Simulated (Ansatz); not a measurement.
# SnAs: the cost of one run

Method: DFT LDA, frozen-core PAW and all-electron LAPW, scalar-relativistic unless said, in Ansatz 0.2.0.

The COD entry's cell or inner coordinates are ideal or old and differ from later refinements, so a difference from it is no clean test against experiment.

### Step 1. Starting point

It takes space group Fm-3m (No. 225, cubic). The conventional cell has a = 5.681 Å, b = 5.681 Å, c = 5.681 Å, α = 90.00°, β = 90.00°, γ = 90.00°. Around Sn (site symmetry m-3m) lie 6 As at 2.84 Å. As (site symmetry m-3m) is surrounded by 6 Sn at 2.84 Å.

Coordinates:

```
CELL_PARAMETERS angstrom
0.00000 2.84050 2.84050
2.84050 0.00000 2.84050
2.84050 2.84050 0.00000
ATOMIC_POSITIONS crystal
Sn 0.00000 0.00000 0.00000
As 0.50000 0.50000 0.50000
```

Cartesian axes are those of the input's lattice vectors. The structure goes back to a database entry.

### Step 2. Cell and atoms relaxed, PAW

Contents of input.yaml:

```yaml
crystal:
  lattice:
    - [0.0, 2.8405, 2.8405]
    - [2.8405, 0.0, 2.8405]
    - [2.8405, 2.8405, 0.0]
  atoms:
    - { symbol: Sn, position: [0.0, 0.0, 0.0] }
    - { symbol: As, position: [0.5, 0.5, 0.5] }
kpoints:
  mp_grid: { grid: [12, 12, 12] }
scf:
  occupations: { method: fermi_dirac, width: 0.08 }
hamiltonian:
  xc: lda
  pseudopotentials: { kind: paw }
relax:
  f_tol: 0.002
  max_steps: 80
  cell: {}
output:
  forces: true
  stress: true
  write_density: true
  write_potential: true
  elf: true
  volumetric_format: npy
```

On the command line:

```bash
> ansatz run input.yaml --threads 1 --pin off --max-ram 3072MiB --backend cpu --events-out ev --progress --plain --runs-dir out
```

What time and memory should one allow on 1 thread of Arm Neoverse V2, shared host?

About 12 s, with a peak of 0.36 GiB.
